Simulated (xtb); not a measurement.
# One shape, several levels: C2H6BGaS (SMILES [CH3][GaH][B]1CS1)

Aim: a comparison of 3 runs (GFN2-xTB, GFN0-xTB, GFN1-xTB) of C2H6BGaS. 

The calculation is run with xtb 6.7.1.

16 further runs of the same task are left out: 16 set aside as unsound or not needed.

### Step 1. The structure to begin with

The species is C2H6BGaS (11 atoms), meant as a singlet with charge 0. SMILES: `[CH3][GaH][B]1CS1`. The C1–H8 distance was set to 1.971 Å, away from the relaxed value. At this shape a bond of the SMILES string is far longer than usual.

Bond lengths: C1–Ga2 2.029 Å, Ga2–B3 2.080 Å, B3–C4 1.546 Å, B3–S5 1.743 Å, C4–S5 1.840 Å, C1–H6 1.096 Å, C1–H7 1.095 Å, Ga2–H9 1.604 Å, C4–H10 1.084 Å, C4–H11 1.084 Å. Some angles: C1–Ga2–B3 126.6°, Ga2–B3–C4 155.7°, Ga2–B3–S5 136.5°, C4–B3–S5 67.7°, B3–C4–S5 61.2°, B3–S5–C4 51.0°, C1–Ga2–H9 115.3°, B3–Ga2–H9 118.0°, Ga2–C1–H6 111.5°, Ga2–C1–H7 111.4°.

### Step 2. Energy and gradient at GFN2-xTB (run 1)

detailed.inp reads:

```
$chrg 0
$spin 0
$end
```

coord reads:

```
$coord angs
    -1.9525980     0.7615270     0.6322930  C
     0.0723520     0.8060570     0.7563930  Ga
     1.4108220     0.9363070    -0.8303270  B
     2.6116120     0.4993570    -1.7001270  C
     1.6048920     1.9409470    -2.2408970  S
    -2.2946580     0.8999170    -0.3994670  H
    -2.4067780     1.5482370     1.2430930  H
    -2.6789100    -0.9542800     1.2761100  H
     0.6691620     0.7626170     2.2447930  H
     3.6343520     0.7643070    -1.4582970  H
     2.5578620    -0.3390230    -2.3850470  H
$end
```

The run is started by

```sh
xtb coord -I detailed.inp --gfn 2 --grad | tee xtb.out
```

Output:

```text
* xtb version 6.7.1
[...]
          :  # basis functions                  38          :
[...]
          :  # electrons                        26          :
[...]
          :  Hamiltonian                  GFN2-xTB          :
[...]
          :  net charge                          0          :
          :  unpaired electrons                  0          :
[...]
   *** convergence criteria satisfied after 15 iterations ***
[...]
         ::                     SUMMARY                     ::
         :::::::::::::::::::::::::::::::::::::::::::::::::::::
         :: total energy             -12.833814500595 Eh    ::
         :: gradient norm              0.071936420620 Eh/a0 ::
         :: HOMO-LUMO gap              2.559754490715 eV    ::
         ::.................................................::
         :: SCC energy               -12.948290057940 Eh    ::
         :: -> isotropic ES            0.032148555165 Eh    ::
         :: -> anisotropic ES          0.001714180762 Eh    ::
         :: -> anisotropic XC          0.006147161423 Eh    ::
         :: -> dispersion             -0.006531364142 Eh    ::
         :: repulsion energy           0.114475557345 Eh    ::
         :: add. restraining           0.000000000000 Eh    ::
         :: total charge              -0.000000000000 e     ::
         :::::::::::::::::::::::::::::::::::::::::::::::::::::
[...]
        13        2.0000           -0.3897658             -10.6061 (HOMO)
        14                         -0.2956966              -8.0463 (LUMO)
[...]
     #   Z          covCN         q      C6AA      α(0)
     1   6 C        2.703    -0.107    30.673     9.065
     2  31 Ga       2.663     0.036   217.873    33.101
     3   5 B        2.721     0.252    17.658     7.042
     4   6 C        3.720    -0.086    22.268     6.740
     5  16 S        1.873    -0.191   149.168    20.557
     6   1 H        0.924     0.078     1.998     2.210
     7   1 H        0.924     0.084     1.942     2.179
     8   1 H        0.000    -0.028     8.940     5.467
     9   1 H        0.887    -0.124     6.522     3.997
    10   1 H        0.925     0.047     2.361     2.403
    11   1 H        0.925     0.041     2.441     2.443
[...]
     #   Z sym  total        # sym  WBO       # sym  WBO       # sym  WBO
 ---------------------------------------------------------------------------
     1   6 C    3.870 --     2 Ga   1.006     6 H    0.925     7 H    0.924
                             8 H    0.821     3 B    0.112
     2  31 Ga   2.978 --     1 C    1.006     9 H    0.787     3 B    0.787
                             8 H    0.160
     3   5 B    3.322 --     5 S    1.312     4 C    0.975     2 Ga   0.787
                             9 H    0.114     1 C    0.112
     4   6 C    3.900 --     3 B    0.975    11 H    0.970    10 H    0.969
                             5 S    0.939
     5  16 S    2.372 --     3 B    1.312     4 C    0.939
     6   1 H    0.994 --     1 C    0.925
     7   1 H    0.992 --     1 C    0.924
     8   1 H    0.995 --     1 C    0.821     2 Ga   0.160
     9   1 H    0.985 --     2 Ga   0.787     3 B    0.114
[...]
molecular dipole:
                 x           y           z       tot (Debye)
 q only:       -0.155      -0.147      -0.154
   full:        0.188      -0.140      -0.448       1.285
molecular quadrupole (traceless):
[...]
          | TOTAL ENERGY              -12.833814500595 Eh   |
          | GRADIENT NORM               0.071936420620 Eh/α |
          | HOMO-LUMO GAP               2.559754490715 eV   |
           -------------------------------------------------
[...]
```

Standard error:

```text
normal termination of xtb
```

Run time: 0.03 s. Hardware: 1 thread of Intel Xeon 6975P-C (Granite Rapids), shared host.

### Step 3. Energy and gradient at GFN0-xTB (run 2)

geom.xyz reads:

```xyz
11

C     -1.95259800     0.76152700     0.63229300
Ga     0.07235200     0.80605700     0.75639300
B      1.41082200     0.93630700    -0.83032700
C      2.61161200     0.49935700    -1.70012700
S      1.60489200     1.94094700    -2.24089700
H     -2.29465800     0.89991700    -0.39946700
H     -2.40677800     1.54823700     1.24309300
H     -2.67891000    -0.95428000     1.27611000
H      0.66916200     0.76261700     2.24479300
H      3.63435200     0.76430700    -1.45829700
H      2.55786200    -0.33902300    -2.38504700
```

The run is started by

```sh
xtb geom.xyz --gfn 0 --json --grad -u 0 | tee out.txt
```

Output, shortened:

```text
* xtb version 6.7.1
[...]
          :  # basis functions                  44          :
[...]
          :  # electrons                        26          :
[...]
 Zeroth order Hamiltonian       ...        0 min,  0.000 sec (  9.733%)
[...]
         ::                     SUMMARY                     ::
         :::::::::::::::::::::::::::::::::::::::::::::::::::::
         :: total energy             -13.186964957108 Eh    ::
         :: gradient norm              0.058612059041 Eh/a0 ::
         :: HOMO-LUMO gap              1.097170595222 eV    ::
         ::.................................................::
         :: H0 energy                -13.256538129611 Eh    ::
         :: repulsion energy           0.127063154080 Eh    ::
         :: electrostat energy        -0.042420805162 Eh    ::
         :: -> Gsolv                   0.000000000000 Eh    ::
         ::    -> Gsasa                0.000000000000 Eh    ::
         ::    -> Gshift               0.000000000000 Eh    ::
         :: dispersion energy         -0.002900282851 Eh    ::
         :: short-range corr.         -0.012168893563 Eh    ::
         :: add. restraining           0.000000000000 Eh    ::
         :: total charge              -0.000000000000 e     ::
         :::::::::::::::::::::::::::::::::::::::::::::::::::::
[...]
        13        2.0000           -0.3802893             -10.3482 (HOMO)
        14                         -0.3399690              -9.2510 (LUMO)
[...]
          | TOTAL ENERGY              -13.186964957108 Eh   |
          | GRADIENT NORM               0.058612059041 Eh/α |
          | HOMO-LUMO GAP               1.097170595222 eV   |
           -------------------------------------------------
[...]
```

Standard error:

```text
normal termination of xtb
```

Run time: 0.029 s. Hardware: 1 thread of Intel Xeon 6975P-C (Granite Rapids), shared host.

### Step 4. Energy and forces at GFN1-xTB (run 3)

input.xyz reads:

```xyz
11
C2H6BGaS
C     -1.95259800     0.76152700     0.63229300
Ga     0.07235200     0.80605700     0.75639300
B      1.41082200     0.93630700    -0.83032700
C      2.61161200     0.49935700    -1.70012700
S      1.60489200     1.94094700    -2.24089700
H     -2.29465800     0.89991700    -0.39946700
H     -2.40677800     1.54823700     1.24309300
H     -2.67891000    -0.95428000     1.27611000
H      0.66916200     0.76261700     2.24479300
H      3.63435200     0.76430700    -1.45829700
H      2.55786200    -0.33902300    -2.38504700
```

The run is started by

```sh
xtb input.xyz --gfn 1 --grad --parallel 1 > out.txt
```

Output:

```text
* xtb version 6.7.1
[...]
          :  # basis functions                  44          :
[...]
          :  # electrons                        26          :
[...]
          :  Hamiltonian                  GFN1-xTB          :
[...]
          :  net charge                          0          :
          :  unpaired electrons                  0          :
[...]
   *** convergence criteria satisfied after 11 iterations ***
[...]
         ::                     SUMMARY                     ::
         :::::::::::::::::::::::::::::::::::::::::::::::::::::
         :: total energy             -13.748231900778 Eh    ::
         :: gradient norm              0.082377901630 Eh/a0 ::
         :: HOMO-LUMO gap              2.641730183424 eV    ::
         ::.................................................::
         :: SCC energy               -13.876658324729 Eh    ::
         :: -> electrostatic           0.005937140883 Eh    ::
         :: repulsion energy           0.132108984422 Eh    ::
         :: dispersion energy         -0.003682560471 Eh    ::
         :: halogen bond corr.         0.000000000000 Eh    ::
         :: add. restraining           0.000000000000 Eh    ::
         :: total charge              -0.000000000000 e     ::
         :::::::::::::::::::::::::::::::::::::::::::::::::::::
[...]
        13        2.0000           -0.4089719             -11.1287 (HOMO)
        14                         -0.3118901              -8.4870 (LUMO)
[...]
     #   Z sym  total        # sym  WBO       # sym  WBO       # sym  WBO
 ---------------------------------------------------------------------------
     1   6 C    3.863 --     2 Ga   0.980     6 H    0.963     7 H    0.957
                             8 H    0.813
     2  31 Ga   3.082 --     1 C    0.980     3 B    0.856     9 H    0.845
                             8 H    0.158     5 S    0.115
     3   5 B    3.272 --     5 S    1.295     4 C    0.968     2 Ga   0.856
     4   6 C    3.893 --    11 H    0.977    10 H    0.977     3 B    0.968
                             5 S    0.909
     5  16 S    2.385 --     3 B    1.295     4 C    0.909     2 Ga   0.115
     6   1 H    1.012 --     1 C    0.963
     7   1 H    1.009 --     1 C    0.957
     8   1 H    0.991 --     1 C    0.813     2 Ga   0.158
     9   1 H    0.982 --     2 Ga   0.845
    10   1 H    1.015 --     4 C    0.977
[...]
          | TOTAL ENERGY              -13.748231900778 Eh   |
          | GRADIENT NORM               0.082377901630 Eh/α |
          | HOMO-LUMO GAP               2.641730183424 eV   |
           -------------------------------------------------
[...]
```

Standard error:

```text
normal termination of xtb
```

Run time: 0.034 s. Hardware: 1 thread of Intel Xeon 6975P-C (Granite Rapids), shared host.

### Step 5. All runs side by side

```csv
run,level,energy (Eh),dipole moment (D),HOMO energy (eV),LUMO energy (eV),wall time
1,GFN2-xTB,-12.833815,1.28,-10.61,-8.05,0.03 s
2,GFN0-xTB,-13.186965,4.04,-10.35,-9.25,0.029 s
3,GFN1-xTB,-13.748232,1.04,-11.13,-8.49,0.034 s
```

### Step 6. Summary of results

```
                       quantity         value
            run 3: total energy  -13.74823 Eh
           run 3: dipole moment        1.04 D
             run 3: HOMO energy     -11.13 eV
             run 3: LUMO energy      -8.49 eV
           run 3: HOMO–LUMO gap       2.64 eV
       run 3: dispersion energy  -9.67 kJ/mol
run 3: largest force on an atom    3.375 eV/Å
```

The dipole moment (its size) runs from 1.04 D (GFN1-xTB) to 4.04 D (GFN0-xTB). The HOMO–LUMO gap runs from 1.10 eV (GFN0-xTB) to 2.64 eV (GFN1-xTB). Force-field and semi-empirical energies have zeros of their own, so their totals don't compare. All runs together took 0.093 s, the longest 0.034 s.
